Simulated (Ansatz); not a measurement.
# NbAgCl3: the cost of one run

Program: Ansatz 0.2.0. Level of theory: DFT PBE, scalar-relativistic, plane waves, PAW. These are calculated values, not measurements.

2 further runs of the same task are left out: 2 set aside as unsound or not needed. Runs told in other sessions of the task aren't counted.

## Step 1: Starting point

The structure is hexagonal, space group P6_3/mmc (No. 194). Conventional cell: a = 6.773 Å, b = 6.773 Å, c = 5.787 Å, α = 90.00°, β = 90.00°, γ = 120.00°. Nb (site symmetry -6m2) is surrounded by 12 Cl at 3.40 to 3.63 Å. Ag (site symmetry -3m) is surrounded by 6 Cl at 2.24 Å. Cl (site symmetry mm2) is surrounded by 2 Ag at 2.24 Å.

Coordinates:

```
CELL_PARAMETERS angstrom
6.77305 0.00000 0.00000
-3.38653 5.86564 0.00000
0.00000 0.00000 5.78657
ATOMIC_POSITIONS crystal
Nb 0.33333 0.66667 0.75000
Nb 0.66667 0.33333 0.25000
Ag 0.00000 0.00000 0.50000
Ag 0.00000 0.00000 0.00000
Cl 0.14600 0.29200 0.25000
Cl 0.85400 0.14600 0.75000
Cl 0.85400 0.70800 0.75000
Cl 0.14600 0.85400 0.25000
Cl 0.70800 0.85400 0.25000
Cl 0.29200 0.14600 0.75000
```

This is candidate A: hexagonal perovskite (2H) type (P6_3/mmc, No. 194).

(A quick probe on a coarse mesh, which set the mesh and smearing, is not shown.)

## Step 3: A loose first relaxation (candidate A)

input.yaml reads:

```yaml
crystal:
  lattice:
    - [6.7730535459, 0.0, 0.0]
    - [-3.3865267729, 5.8656364319, 0.0]
    - [0.0, 0.0, 5.7865697257]
  atoms:
    - { symbol: Nb, position: [0.3333333333, 0.6666666667, 0.75], spin: -3.26 }
    - { symbol: Nb, position: [0.6666666667, 0.3333333333, 0.25], spin: -3.26 }
    - { symbol: Ag, position: [0.0, 0.0, 0.5], spin: 0.19 }
    - { symbol: Ag, position: [0.0, 0.0, 0.0], spin: 0.19 }
    - { symbol: Cl, position: [0.146, 0.2919999999, 0.25] }
    - { symbol: Cl, position: [0.854, 0.146, 0.75] }
    - { symbol: Cl, position: [0.854, 0.7080000001, 0.75] }
    - { symbol: Cl, position: [0.146, 0.854, 0.25] }
    - { symbol: Cl, position: [0.7080000001, 0.854, 0.25] }
    - { symbol: Cl, position: [0.2919999999, 0.146, 0.75] }
basis:
  ecutwfc: 420
kpoints:
  mp_grid: { grid: [3, 3, 4] }
hamiltonian:
  xc: pbe
scf:
  occupations: { method: gaussian, width: 0.1 }
  lower_state_search: "off"
output:
  forces: true
  stress: true
  eigenvalues: true
  populations: true
magnetization:
  spin_polarized: true
relax:
  adjacent_minimum: "off"
  f_tol: 0.04
  max_steps: 70
  cell: { stress_tol: 0.4 }
```

On the command line:

```bash
$ ansatz run input.yaml --threads 1 --pin off --max-ram 2560MiB --backend cpu --events-out ev --progress --plain --runs-dir out
```

What time and memory should one allow on 1 thread of Arm Neoverse V1, shared host?

About 4.5 min, with a peak of 0.66 GiB.
